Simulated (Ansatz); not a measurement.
# Cl₂GaH₃OSi: up Jacob's ladder to CCSD(T)

Aim: compute Cl₂GaH₃OSi with functionals from several rungs and with coupled cluster, and see how far each lands from CCSD(T) at the basis-set limit for the atomisation energy.

Program: Ansatz 0.2.0, Gaussian basis. Level of theory: functionals in def2-TZVPP, the program's frozen cores in correlated methods. These are calculated values, not measurements.

Plan: LDA (SPW92), PBE-D4, revPBE-D4, BLYP-D4, r2SCAN-D4, B97M-V, PBE0-D4, B3LYP-D4, r2SCANh-D4, r2SCAN0-D4, HSE06-D4, BHLYP-D4, CAM-B3LYP-D4, LC-ωPBE, ωB97X-V, ωB97M-V, B2PLYP, PBE-QIDH; CCSD(T)/def2-SVP; CCSD(T)/def2-TZVPP; MP2/def2-QZVPP; extrapolation to the limit; RPA on PBE.

## 1. Structure used throughout

The geometry comes from an earlier relaxation with PBE0-D4 in a triple-zeta def2 set; it is a stationary point, not always the lowest conformer.

SMILES `[SiH3][O][Ga]([Cl])[Cl]`, 8 atoms, charge 0, spin multiplicity 1.

Atoms are counted from 1 here; the program's logs count them from 0.

Bond lengths: Si1–O2 1.642 Å, Si1–H6 1.488 Å, Si1–H7 1.486 Å, Si1–H8 1.484 Å, O2–Ga3 1.753 Å, Ga3–Cl4 2.116 Å, Ga3–Cl5 2.109 Å. Angles: O2–Si1–H6 111.0°, O2–Si1–H7 109.4°, O2–Si1–H8 108.5°, H6–Si1–H7 109.1°, H6–Si1–H8 109.4°, H7–Si1–H8 109.5°, Si1–O2–Ga3 139.3°, O2–Ga3–Cl4 120.4°, O2–Ga3–Cl5 118.7°, Cl4–Ga3–Cl5 120.9°.

## 2. LDA

This LDA is Slater exchange with PW92 correlation.

File in.yaml:

```yaml
crystal:
  periodic: [false, false, false]
  atoms:
    - {symbol: Si, position_ang: [-1.145799, -0.148381, 0.888389]}
    - {symbol: O, position_ang: [-0.178420, 0.612935, -0.197542]}
    - {symbol: Ga, position_ang: [1.301444, 0.323809, -1.091395]}
    - {symbol: Cl, position_ang: [2.347716, -1.502144, -0.870406]}
    - {symbol: Cl, position_ang: [2.011961, 1.829700, -2.385335]}
    - {symbol: H, position_ang: [-0.459961, -1.330253, 1.476187]}
    - {symbol: H, position_ang: [-2.389891, -0.595909, 0.211108]}
    - {symbol: H, position_ang: [-1.487050, 0.810253, 1.968994]}
basis:
  gaussian: {orbitals: def2-TZVPP}
hamiltonian: {xc: lda}
output: {orbitals: {seedname: orbitals}}
```

Run with:

```bash
> ansatz run in.yaml --threads 4 --pin off --events-out ev --progress --plain --max-ram 10444MiB
```

After this run come: PBE-D4 (GGA); revPBE-D4 (GGA); BLYP-D4 (GGA); r2SCAN-D4 (meta-GGA); B97M-V (meta-GGA); PBE0-D4 (hybrid); B3LYP-D4 (hybrid); r2SCANh-D4 (hybrid); r2SCAN0-D4 (hybrid); HSE06-D4 (hybrid); BHLYP-D4 (hybrid); CAM-B3LYP-D4 (range-separated); LC-ωPBE (range-separated); ωB97X-V (range-separated); ωB97M-V (range-separated); B2PLYP (double hybrid); PBE-QIDH (double hybrid); CCSD(T) in def2-SVP; CCSD(T) in def2-TZVPP; MP2 in def2-QZVPP; RPA on PBE orbitals.

Q: Predict the results of all the runs planned. Wanted: atomisation energy, CCSD(T)/CBS; farthest beyond LDA; mean size of error, GGA; mean size of error, meta-GGA; mean size of error, hybrid; mean size of error, range-separated; mean size of error, double hybrid; gap, smallest and largest; T1 diagnostic.

**Answer**, as computed:

```
                               quantity                                                      value
        atomisation energy, CCSD(T)/CBS                                              2560.3 kJ/mol
 functionals within 25.6 kJ/mol (1.0 %)  r2SCAN-D4, B97M-V, r2SCANh-D4, ωB97X-V, ωB97M-V, PBE-QIDH
                    farthest beyond LDA                                   BHLYP-D4 (-100.2 kJ/mol)
                mean size of error, GGA                                                67.6 kJ/mol
           mean size of error, meta-GGA                                                 2.0 kJ/mol
             mean size of error, hybrid                                                54.4 kJ/mol
    mean size of error, range-separated                                                24.8 kJ/mol
      mean size of error, double hybrid                                                42.9 kJ/mol
              gap, smallest and largest                  4.71 eV (LDA (SPW92)), 12.42 eV (LC-ωPBE)
                          T1 diagnostic                                                     0.0121
triples share of the correlation energy                                                      3.9 %
```

**Reading.** LDA overbinds by 307.1 kJ/mol (12 %). PBE-D4 misses by -27.9 kJ/mol. Double hybrids carry the basis error of their MP2 part in triple zeta, and no dispersion term here, so their miss is partly the set-up's. The rungs meta-GGA, range-separated miss on average by less than the doubt on the reference (25.6 kJ/mol), so they tie. Misses under about 25.6 kJ/mol are within the doubt on the reference itself, which lacks core-valence correlation, relativity and higher excitations, and its outer-core shells are covered unevenly. Hartree-Fock recovers 74 % of the binding; the rest is correlation. CCSD(T) in def2-SVP is off by -188.6 kJ/mol, which most functionals beat. The gap grows from 4.7 to 12.4 eV across the functionals, mostly with the share of exact exchange. Correlated methods include outer-core shells of Ga, which these sets cover unevenly.
